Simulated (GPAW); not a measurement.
Runs of GPAW 26.7.0 on GaF. Symmetry: Pm-3m, No. 221, cubic system. Conventional cell: a = 3.166 Å, b = 3.166 Å, c = 3.166 Å, α = 90.00°, β = 90.00°, γ = 90.00°. Ga (site symmetry m-3m) is surrounded by 8 F at 2.74 Å. Around F (site symmetry m-3m) lie 8 Ga at 2.74 Å. The cell was built by a generator and needn't be a form met in nature.

```csv
level,gap on the mesh (eV),pressure (GPa),relaxed volume (Å³/atom)
RPBE,0.55,0.0,16.31
RPBE+D4,none,-0.1,14.96
RPBE+D3,(b),0.0,18.98
RPBE+D3(BJ),0.73,-0.1,16.69
RPBE+D3(BJ)+ATM,(a),-0.1,16.69
```

Alike in all rows: task relaxation of cell and atoms; potentials or basis the program's PAW data sets (release 1.2.1) made for this functional, pw; no spin polarisation; cell relaxed; k mesh 8 × 8 × 8; cutoff (eV) 800; smearing fermi-dirac 0.05 eV.

Fill in the values left out.

(a) 0.72; (b) 1.63.

Caveats: the data sets keep Ga 3d, Li 1s and Be 1s frozen, and some such compounds lay over 1.5 % in volume off other programs; later steps reuse the first step's grids; pairwise dispersion overbinds metals, which lowers pressure and volume (some runs); the volume moved by over 15 % at a fixed basis, so the end points are rough (some runs).

A k mesh can miss the band edges, and the runs leave out spin-orbit coupling on Ga.

A gap of «none» marks a metal or a gap under the smearing width.
